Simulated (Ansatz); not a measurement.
# Li+ with Cl₂: structure and interaction energy

Aim: relax the pair, then compute its interaction energy with counterpoise at many levels, up to CCSD(T).

Program: Ansatz 0.2.0, Gaussian basis. Level of theory: PBE0-D4 structure, single points in def2-TZVPPD. These are calculated values, not measurements.

Levels: PBE-D4, revPBE-D4, BLYP-D4, r2SCAN-D4, B97M-V, PBE0-D4, B3LYP-D4, HSE06-D4, wB97X-V, wB97M-V, B2PLYP, Hartree-Fock, MP2, CCSD, CCSD(T). The reference is CCSD(T) extrapolated to the basis limit.

Cores are frozen in the correlated methods. The outer core shell of Li, Na, Mg and K is correlated. B3LYP uses VWN-RPA correlation. B2PLYP carries no dispersion term here.

163 further runs of the same task are left out: 163 set aside as unsound or not needed.

## (1) The system as given

The pair, from a GFN2-xTB docking trial: 3 atoms, charge 1, spin multiplicity 1.

Atoms are counted from 1 here; the program's logs count them from 0.

Bond lengths: Li1–Cl2 2.344 Å, Li1–Cl3 2.337 Å, Cl2–Cl3 2.016 Å. Angles: Cl2–Li1–Cl3 51.0°, Li1–Cl2–Cl3 64.3°, Li1–Cl3–Cl2 64.7°.

Geometry (Å):

```xyz
3

Li   -0.0006    0.0180   -1.4081
Cl   -0.0308    0.9985    0.7209
Cl    0.0314   -1.0165    0.6872
```

Atoms 1 to 1 are fragment A (Li+), the rest fragment B (Cl₂).

## (2) A first relaxation in a small basis

pre/in.yaml

```yaml
crystal:
  periodic: [false, false, false]
  atoms:
    - {symbol: Li, position_ang: [-0.000600, 0.018000, -1.408100]}
    - {symbol: Cl, position_ang: [-0.030800, 0.998500, 0.720900]}
    - {symbol: Cl, position_ang: [0.031400, -1.016500, 0.687200]}
basis:
  gaussian: {orbitals: def2-SVP}
total_charge: 1
hamiltonian: {xc: pbe, dispersion: d4}
relax: {f_tol: 0.03, max_steps: 250}
```

Command:

```sh
ansatz run in.yaml --threads 2 --pin off --events-out ev --progress --plain --max-ram 5222MiB
```

Further steps of the session: Relaxation at PBE0-D4; wB97X-V/def2-TZVPPD; wB97M-V/def2-TZVPPD; B2PLYP/def2-TZVPPD; B97M-V/def2-TZVPPD; CCSD(T)/def2-TZVPPD; Hartree-Fock/STO-3G; SPW92/def2-SVP; wB97M-V/def2-SVP; CCSD(T)/def2-SVP; Vibrations of the pair.

**Question.** What will these runs give? Wanted: interaction energy, CCSD(T)/CBS; of it Hartree-Fock; D4 term of PBE0-D4; shortest contact; lowest wavenumber.

As calculated:

| quantity | value |
| --- | --- |
| interaction energy, CCSD(T)/CBS | -14.74 kcal/mol |
| of it Hartree-Fock (basis limit) | -13.19 kcal/mol |
| D4 term of PBE0-D4 | -0.32 kcal/mol |
| shortest contact | Li1–Cl3 2.42 Å |
| lowest wavenumber | 139 cm⁻¹ |

In words: The pair is bound by 14.74 kcal/mol at fixed fragment shapes. Hartree-Fock gives 89 % of it, so electrostatics, induction and charge transfer lead. Among the functionals wB97M-V lands nearest to CCSD(T)/CBS (+0.07 kcal/mol) and PBE-D4 farthest (-1.09 kcal/mol). By rung, the mean size of the error is: GGA 0.87, meta-GGA 0.86, hybrid 0.59, screened hybrid 0.51, range-separated hybrid 0.26, double hybrid 0.28 kcal/mol. PBE-D4 gives an interaction energy 1.09 kcal/mol too low, an error of 7 % of the reference. CCSD(T) moves by -1.85 kcal/mol from triple zeta to the limit; gaps between functionals far smaller than that don't rank them. A lower arrangement may exist.
